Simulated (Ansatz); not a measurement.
# CCSD/cc-pVDZ run of C2H8GaN (SMILES [CH3][Ga]([CH3])[NH2])

What is the vertical ionisation energy of C2H8GaN at CCSD/cc-pVDZ? 

The results are computed with Ansatz 0.2.0.

41 further runs of the same task are left out: 41 set aside as unsound or not needed.

## 1. Starting point

C2H8GaN: 12 atoms, total charge 0, spin state singlet. SMILES: `[CH3][Ga]([CH3])[NH2]`. Geometry: relaxed at PBE0-D4/def2-TZVP.

Bond lengths: C1–Ga2 1.967 Å, Ga2–C3 1.967 Å, Ga2–N4 1.824 Å, C1–H5 1.091 Å, C1–H6 1.093 Å, C1–H7 1.093 Å, C3–H8 1.093 Å, C3–H9 1.091 Å, C3–H10 1.093 Å, N4–H11 1.006 Å, N4–H12 1.006 Å. Some angles: C1–Ga2–C3 126.1°, C1–Ga2–N4 117.0°, C3–Ga2–N4 117.0°, Ga2–C1–H5 111.8°, Ga2–C1–H6 110.6°, Ga2–C1–H7 110.6°, Ga2–C3–H8 110.6°, Ga2–C3–H9 111.7°, Ga2–C3–H10 110.6°, Ga2–N4–H11 124.2°.

## 2. The energy at CCSD/cc-pVDZ

job.yaml reads:

```yaml
crystal:
  periodic: [false, false, false]
  atoms:
    - {symbol: C, position_ang: [-0.496600, 1.795100, -0.383100]}
    - {symbol: Ga, position_ang: [-0.078800, -0.097900, -0.052000]}
    - {symbol: C, position_ang: [1.442300, -0.783000, 0.989400]}
    - {symbol: "N", position_ang: [-1.206800, -1.333200, -0.779100]}
    - {symbol: H, position_ang: [-1.389900, 1.910300, -0.999000]}
    - {symbol: H, position_ang: [-0.659300, 2.323300, 0.559900]}
    - {symbol: H, position_ang: [0.336100, 2.290100, -0.889200]}
    - {symbol: H, position_ang: [1.414300, -0.397200, 2.011600]}
    - {symbol: H, position_ang: [1.443400, -1.873300, 1.034100]}
    - {symbol: H, position_ang: [2.387700, -0.456700, 0.548400]}
    - {symbol: H, position_ang: [-2.017200, -1.104900, -1.329400]}
    - {symbol: H, position_ang: [-1.098200, -2.328000, -0.677500]}
basis:
  gaussian:
    orbitals: cc-pVDZ
correlation:
  method: ccsd
  frozen_orbitals: {C: 1, Ga: 9, H: 0, "N": 1}
accuracy: high
scf:
  omitted_lower_state_checks: [cluster_reference, increment]
```

On the command line:

```console
$ ansatz run job.yaml --threads 1 --pin off --max-ram 3480MiB --events-out events.jsonl --progress --plain --runs-dir runs
```

What it wrote:

```text
Warning: RAYON_NUM_THREADS=1 ignored (pool sized by the plan → 1); use --threads N
Functional definition: HF
  name "HF"
  exchange = exact_x
  correlation = 0
these checks for a lower state are left out or cut short: cluster_reference, increment
2608 factors; integrals over basis functions are off by at most 4.7e-9 eV
mean field evaluation 1: about -55999.3420 eV, gradient 4.1e1 eV
mean field evaluation 2: about -55999.4201 eV, gradient 4.1e1 eV
mean field evaluation 4: about -56003.3690 eV, gradient 3.4e0 eV
mean field evaluation 8: about -56003.4156 eV, gradient 1.8e-4 eV
mean field -56003.41557609 eV, -2058.0875619427 hartree, gradient 3.4e-8 eV, S^2 0.000000; 0 other end points of the search recorded, 0 dependent functions left out
12 core orbitals not correlated: weight in the atoms' cores, before any rotation towards them, 1.000 or more for the frozen orbitals, at most 0.000 for the correlated occupied ones
reference -56003.41557609 eV, -2058.0875619427 hartree; 17, 17 occupied and 80, 80 virtual orbitals, 2608 factors
second order -15.22552638 eV of doubles, -0.00000000 eV of singles
cycle   1  -16.10071562 eV  change   -8.8e-1 eV  update   8.9e-2
cycle   2  -16.51960921 eV  change   -4.2e-1 eV  update   2.7e-2
cycle   3  -16.61137747 eV  change   -9.2e-2 eV  update   1.5e-2
cycle   4  -16.61159438 eV  change   -2.2e-4 eV  update   4.6e-3
cycle   5  -16.61074029 eV  change    8.5e-4 eV  update   2.2e-3
cycle   6  -16.61036882 eV  change    3.7e-4 eV  update   6.8e-4
cycle   7  -16.61020398 eV  change    1.6e-4 eV  update   2.0e-4
cycle   8  -16.61021584 eV  change   -1.2e-5 eV  update   5.6e-5
cycle   9  -16.61020792 eV  change    7.9e-6 eV  update   1.6e-5
cycle  10  -16.61019843 eV  change    9.5e-6 eV  update   4.6e-6
cycle  11  -16.61020019 eV  change   -1.8e-6 eV  update   1.5e-6
cycle  12  -16.61020133 eV  change   -1.1e-6 eV  update   5.0e-7
cycle  13  -16.61020207 eV  change   -7.4e-7 eV  update   1.8e-7
cycle  14  -16.61020219 eV  change   -1.1e-7 eV  update   5.6e-8
cycle  15  -16.61020222 eV  change   -3.2e-8 eV  update   2.8e-8
cycle  16  -16.61020308 eV  change   -8.6e-7 eV  update   1.2e-7
cycle  17  -16.61020315 eV  change   -7.5e-8 eV  update   3.0e-8
cycle  18  -16.61020318 eV  change   -2.7e-8 eV  update   8.3e-9
cycle  19  -16.61020318 eV  change   -2.8e-9 eV  update   2.9e-9
Total energy: -56020.02577927 eV, -2058.6979756509 hartree
Checks for a lower state left out: cluster_reference, increment
```

It took 46 s on 1 thread of Arm Neoverse V1, shared host; peak memory 0.93 GiB.

## 3. The doublet cation, same level

run.yaml reads:

```yaml
crystal:
  periodic: [false, false, false]
  atoms:
    - {symbol: C, position_ang: [-0.496600, 1.795100, -0.383100]}
    - {symbol: Ga, position_ang: [-0.078800, -0.097900, -0.052000]}
    - {symbol: C, position_ang: [1.442300, -0.783000, 0.989400]}
    - {symbol: N, position_ang: [-1.206800, -1.333200, -0.779100]}
    - {symbol: H, position_ang: [-1.389900, 1.910300, -0.999000]}
    - {symbol: H, position_ang: [-0.659300, 2.323300, 0.559900]}
    - {symbol: H, position_ang: [0.336100, 2.290100, -0.889200]}
    - {symbol: H, position_ang: [1.414300, -0.397200, 2.011600]}
    - {symbol: H, position_ang: [1.443400, -1.873300, 1.034100]}
    - {symbol: H, position_ang: [2.387700, -0.456700, 0.548400]}
    - {symbol: H, position_ang: [-2.017200, -1.104900, -1.329400]}
    - {symbol: H, position_ang: [-1.098200, -2.328000, -0.677500]}
basis:
  gaussian: {orbitals: cc-pVDZ}
total_charge: 1
magnetization: {spin_polarized: true, initial_magnetization: 1}
correlation: {method: ccsd, frozen_orbitals: {C: 1, Ga: 9, H: 0, "N": 1}}
accuracy: high
scf: {omitted_lower_state_checks: [cluster_reference, increment]}
```

On the command line:

```console
$ ansatz run run.yaml --threads 1 --pin off --max-ram 3480MiB --events-out events.jsonl --progress --plain --runs-dir runs
```

What it wrote:

```text
Warning: RAYON_NUM_THREADS=1 ignored (pool sized by the plan → 1); use --threads N
Functional definition: HF
  name "HF"
  exchange = exact_x
  correlation = 0
these checks for a lower state are left out or cut short: cluster_reference, increment
2605 factors; integrals over basis functions are off by at most 4.7e-9 eV
mean field evaluation 1: about -55988.2769 eV, gradient 3.6e1 eV
mean field evaluation 2: about -55988.3611 eV, gradient 3.6e1 eV
mean field evaluation 4: about -55994.3221 eV, gradient 3.2e0 eV
mean field evaluation 8: about -55994.4467 eV, gradient 2.1e-1 eV
mean field evaluation 16: about -55994.4476 eV, gradient 1.6e-8 eV
mean field evaluation 32: about -55995.7822 eV, gradient 8.5e-6 eV
mean field -55995.78218506 eV, -2057.8070399965 hartree, gradient 7.3e-8 eV, S^2 0.758334; 6 other end points of the search recorded, 0 dependent functions left out
12 core orbitals not correlated: weight in the atoms' cores, before any rotation towards them, 1.000 or more for the frozen orbitals, at most 0.000 for the correlated occupied ones
reference -55995.78218506 eV, -2057.8070399965 hartree; 17, 16 occupied and 80, 81 virtual orbitals, 2605 factors
second order -13.81581025 eV of doubles, -0.00000000 eV of singles
cycle   1  -14.91078989 eV  change    -1.1e0 eV  update   7.9e-2
cycle   2  -15.32177938 eV  change   -4.1e-1 eV  update   2.5e-2
cycle   3  -15.38692314 eV  change   -6.5e-2 eV  update   1.0e-2
cycle   4  -15.38954681 eV  change   -2.6e-3 eV  update   3.3e-3
cycle   5  -15.38942059 eV  change    1.3e-4 eV  update   1.7e-3
cycle   6  -15.38951465 eV  change   -9.4e-5 eV  update   7.4e-4
cycle   7  -15.38969435 eV  change   -1.8e-4 eV  update   4.0e-4
cycle   8  -15.38973262 eV  change   -3.8e-5 eV  update   1.6e-4
cycle   9  -15.38971557 eV  change    1.7e-5 eV  update   7.1e-5
cycle  10  -15.38969936 eV  change    1.6e-5 eV  update   2.5e-5
cycle  11  -15.38970131 eV  change   -2.0e-6 eV  update   1.1e-5
cycle  12  -15.38969977 eV  change    1.5e-6 eV  update   6.6e-6
cycle  13  -15.38970218 eV  change   -2.4e-6 eV  update   5.2e-6
cycle  14  -15.38970153 eV  change    6.5e-7 eV  update   4.1e-6
cycle  15  -15.38970057 eV  change    9.6e-7 eV  update   2.7e-6
cycle  16  -15.38970081 eV  change   -2.4e-7 eV  update   1.5e-6
cycle  17  -15.38970059 eV  change    2.2e-7 eV  update   1.0e-6
cycle  18  -15.38970071 eV  change   -1.2e-7 eV  update   7.5e-7
cycle  19  -15.38970061 eV  change    1.0e-7 eV  update   5.4e-7
cycle  20  -15.38970050 eV  change    1.1e-7 eV  update   3.0e-7
cycle  21  -15.38970059 eV  change   -8.8e-8 eV  update   1.6e-7
cycle  22  -15.38970060 eV  change   -1.8e-8 eV  update   7.4e-8
cycle  23  -15.38970061 eV  change   -1.0e-8 eV  update   3.8e-8
cycle  24  -15.38970061 eV  change    4.4e-9 eV  update   2.2e-8
cycle  25  -15.38970077 eV  change   -1.6e-7 eV  update   8.4e-8
cycle  26  -15.38970079 eV  change   -2.5e-8 eV  update   2.0e-8
cycle  27  -15.38970080 eV  change   -5.8e-9 eV  update   5.8e-9
cycle  28  -15.38970080 eV  change   5.5e-10 eV  update   2.6e-9
Total energy: -56011.17188586 eV, -2058.3726010693 hartree
Checks for a lower state left out: cluster_reference, increment
```

It took 3.8 min on 1 thread of Arm Neoverse V1, shared host; peak memory 2 GiB.

## 4. What came out

Level: CCSD/cc-pVDZ, 12 core orbitals frozen.

| quantity | value |
| --- | --- |
| singlet C2H8GaN: total energy | -2058.69798 Eh |
| singlet C2H8GaN: correlation energy (12 core orbitals frozen) | -610.4 mEh |
| singlet C2H8GaN: T1 diagnostic | 0.011 |
| doublet cation: total energy | -2058.37260 Eh |
| doublet cation: correlation energy (12 core orbitals frozen) | -565.6 mEh |
| doublet cation: ⟨S²⟩ of the reference determinant | 0.758 |
| doublet cation: T1 diagnostic | 0.009 |
| vertical ionisation energy (to the doublet cation) | 8.854 eV |

What this shows: The vertical ionisation energy comes to 8.85 eV (854 kJ/mol).
